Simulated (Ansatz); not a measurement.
# As2H: the cost of one run

Program: Ansatz 0.2.0. Level of theory: DFT PBE+D3(BJ), scalar-relativistic, plane waves, PAW. These are calculated values, not measurements.

4 further runs of the same task are left out: 1 that didn't finish, 3 set aside as unsound or not needed.

## (1) Starting point

The structure is monoclinic, space group Cm (No. 8). Conventional cell: a = 6.186 Å, b = 3.571 Å, c = 18.398 Å, α = 90.00°, β = 90.00°, γ = 90.00°. Around As (site symmetry m) lie 2 H at 1.81 Å. As (site symmetry m) has 1 H at 1.51 Å as nearest neighbours. H (site symmetry m) is surrounded by 1 As at 1.51 Å.

Structure file:

```cif
data_structure
_symmetry_space_group_name_H-M 'Cm'
_symmetry_Int_Tables_number 8
_cell_length_a 6.1857
_cell_length_b 3.5713
_cell_length_c 18.3976
_cell_angle_alpha 90.000
_cell_angle_beta 90.000
_cell_angle_gamma 90.000
_cell_volume 406.43
loop_
_atom_site_label
_atom_site_type_symbol
_atom_site_symmetry_multiplicity
_atom_site_Wyckoff_symbol
_atom_site_fract_x
_atom_site_fract_y
_atom_site_fract_z
_atom_site_occupancy
As1 As 2 a 0.33333 0.00000 0.29339 1
As2 As 2 a 0.16667 0.50000 0.21742 1
H1 H 2 a 0.33333 0.50000 0.27708 1
```

This is the geometry of the first run shown, built on a cell relaxed beforehand with the same method.

## (2) Plan of the line

Atoms count from 1 in the order of the input.

H is moved along a line over the surface and along the normal, above a rigid substrate.

- position of H3 along the first surface vector, from above As1: 6 values from 0.00 to 2.98 Å, periodic
- height of H3 above the plane of As1: 8 values from −0.30 to 3.25 Å

Nothing else is relaxed. Points are written as (first, second).

## (3) The run at (1.79 Å, −0.30 Å)

The cell repeats along c, and a dipole correction in the vacuum removes the field between the copies.

Contents of input.yaml:

```yaml
crystal:
  lattice:
    - [3.5713387681, 0.0, 0.0]
    - [-1.7856693841, 3.0928700987, 0.0]
    - [0.0, 0.0, 18.3976402524]
  atoms:
    - { symbol: As, position: [0.3333333333, 0.6666666667, 0.2933876398] }
    - { symbol: As, position: [0.6666666667, 0.3333333333, 0.2174191877] }
    - { symbol: H, position: [0.8333333333, 0.6666666667, 0.2770812008], spin: 1.0 }
basis:
  ecutwfc: 420
kpoints:
  mp_grid: { grid: [9, 9, 1] }
hamiltonian:
  xc: pbe
  dispersion: d3bj
scf:
  occupations: { method: gaussian, width: 0.05 }
output:
  forces: true
  eigenvalues: true
  populations: true
magnetization:
  spin_polarized: true
efield:
  axis: 3
  dipole_correction: true
  ramp_width: 0.04
```

Command:

```sh
$ ansatz run input.yaml --threads 1 --pin off --max-ram 3072MiB --backend cpu --events-out ev --progress --plain --runs-dir out
```

What time and memory should one allow on 1 thread of Arm Neoverse V1, shared host?

About 38 s, with a peak of 0.46 GiB.
